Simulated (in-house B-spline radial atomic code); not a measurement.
# Pb³⁺ under confinement, by RPA and G0W0

Aim: squeeze Pb³⁺ by a hard spherical wall and follow its highest level, its polarisability and its correlation energy (PBE0 start).

Program: an in-house B-spline radial atomic code, version 1. Level of theory: RPA, second order, AC-SOSEX and G0W0 (contour deformation) on a scalar-relativistic mean field, all electrons; no spin-orbit coupling, Breit or QED terms, no two-electron picture change. These are calculated values, not measurements, unless marked.

## (1) The atom as given

| Item | Value |
| --- | --- |
| element | lead (Z = 82) |
| charge | +3 |
| electrons | 79 |
| configuration | [Xe] 4f14 5d10 6s1 |
| Hamiltonian | scalar-relativistic (spin-free one-electron X2C), finite nucleus |
| wall radii (bohr) | 12, 8, 6, 5, 4, 3.5, 3, 2.5, 2 |

The outer shells:

Pb3+
```
[Xe] core
4f [↑↓][↑↓][↑↓][↑↓][↑↓][↑↓][↑↓]
5d [↑↓][↑↓][↑↓][↑↓][↑↓]
6s [↑ ]
```

## (2) Wall at 12 bohr

Input settings:

```ini
Z = 82
electrons = 79.0
configuration = [Xe] 4f14 5d10 6s1
hamiltonian = x2c
method = pbe0
lmax = 9
wall_radius = 12
rms_radius = 5.5012
spin_polarised = True
box_radius = 12
intervals = 67
```

Launch:

```bash
$ python run_gw.py task.json out
```

The settings of every run stand in task.json; they run in order.

After this run come: Wall at 8 bohr; Wall at 6 bohr; Wall at 5 bohr; Wall at 4 bohr; Wall at 3.5 bohr; Wall at 3 bohr; Wall at 2.5 bohr; Wall at 2 bohr.

**Question.** What will these runs give? Wanted: highest level, mean field; highest level, G0W0; RPA correlation energy; RPA+SOSEX.

**Answer**, as computed:

| quantity | value |
| --- | --- |
| highest level, mean field (range over the runs) | -38.84 to 38.71 eV |
| highest level, G0W0 (range over the runs) | -42.97 to 32.72 eV |
| RPA correlation energy | -7.144 to -7.056 hartree |
| RPA+SOSEX | -5.2495 to -5.1851 hartree |

Moving the wall from 12 to 2 bohr raises the highest occupied mean-field level from -38.84 (6s↑) to 38.71 eV (6s↑), at the configuration as typed, since confinement costs kinetic energy. At 2 bohr the level is positive, pushed up by confinement. The direct-RPA polarisability falls from 6.74 to 1.40 bohr³, the gap of the start goes from 13.3 to 21.9 eV, and the RPA correlation energy changes by +1.2 % in size.
